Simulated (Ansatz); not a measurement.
# TiSi16: the cost of one run

Method: DFT PBEsol, plane waves, PAW, scalar-relativistic, no spin polarisation, in Ansatz 0.2.0.

## 1. The system as given

The cell holds 17 atoms (Si16Ti): a = 7.679 Å, b = 7.679 Å, c = 7.679 Å, α = 60.00°, β = 60.00°, γ = 60.00°.

Coordinates:

```
CELL_PARAMETERS angstrom
0.00000 5.43000 5.43000
5.43000 0.00000 5.43000
5.43000 5.43000 0.00000
ATOMIC_POSITIONS crystal
Si 0.00000 0.00000 0.00000
Si 0.12500 0.12500 0.12500
Si 0.00000 0.00000 0.50000
Si 0.12500 0.12500 0.62500
Si 0.00000 0.50000 0.00000
Si 0.12500 0.62500 0.12500
Si 0.00000 0.50000 0.50000
Si 0.12500 0.62500 0.62500
Si 0.50000 0.00000 0.00000
Si 0.62500 0.12500 0.12500
Si 0.50000 0.00000 0.50000
Si 0.62500 0.12500 0.62500
Si 0.50000 0.50000 0.00000
Si 0.62500 0.62500 0.12500
Si 0.50000 0.50000 0.50000
Si 0.62500 0.62500 0.62500
Ti 0.24796 0.75576 0.24007
```

## 2. Relaxing end A

input.yaml reads:

```yaml
crystal:
  lattice:
    - [0.0, 5.43, 5.43]
    - [5.43, 0.0, 5.43]
    - [5.43, 5.43, 0.0]
  atoms:
    - { symbol: Si, position: [0.0, 0.0, 0.0] }
    - { symbol: Si, position: [0.125, 0.125, 0.125] }
    - { symbol: Si, position: [0.0, 0.0, 0.5] }
    - { symbol: Si, position: [0.125, 0.125, 0.625] }
    - { symbol: Si, position: [0.0, 0.5, 0.0] }
    - { symbol: Si, position: [0.125, 0.625, 0.125] }
    - { symbol: Si, position: [0.0, 0.5, 0.5] }
    - { symbol: Si, position: [0.125, 0.625, 0.625] }
    - { symbol: Si, position: [0.5, 0.0, 0.0] }
    - { symbol: Si, position: [0.625, 0.125, 0.125] }
    - { symbol: Si, position: [0.5, 0.0, 0.5] }
    - { symbol: Si, position: [0.625, 0.125, 0.625] }
    - { symbol: Si, position: [0.5, 0.5, 0.0] }
    - { symbol: Si, position: [0.625, 0.625, 0.125] }
    - { symbol: Si, position: [0.5, 0.5, 0.5] }
    - { symbol: Si, position: [0.625, 0.625, 0.625] }
    - { symbol: Ti, position: [0.2479631, 0.7557649, 0.2400672] }
basis:
  ecutwfc: 420.0
kpoints:
  mp_grid: { grid: [2, 2, 2] }
hamiltonian:
  xc: pbesol
  pseudopotentials: { kind: paw, azcp: { folder: soft_1 } }
scf:
  occupations: { method: fermi_dirac, width: 0.02 }
  lower_state_search: "off"
relax:
  f_tol: 0.03
  max_steps: 60
  adjacent_minimum: "off"
output:
  write_density: true
  write_potential: true
  elf: true
  volumetric_format: npy
```

On the command line:

```bash
> ansatz run input.yaml --threads 1 --pin off --max-ram 3072MiB --backend cpu --events-out ev --progress --plain --runs-dir out
```

**Question.** How long does this run take on 1 thread of Arm Neoverse V1, shared host, and how much memory does it need?

About 33 s, with a peak of 0.56 GiB.
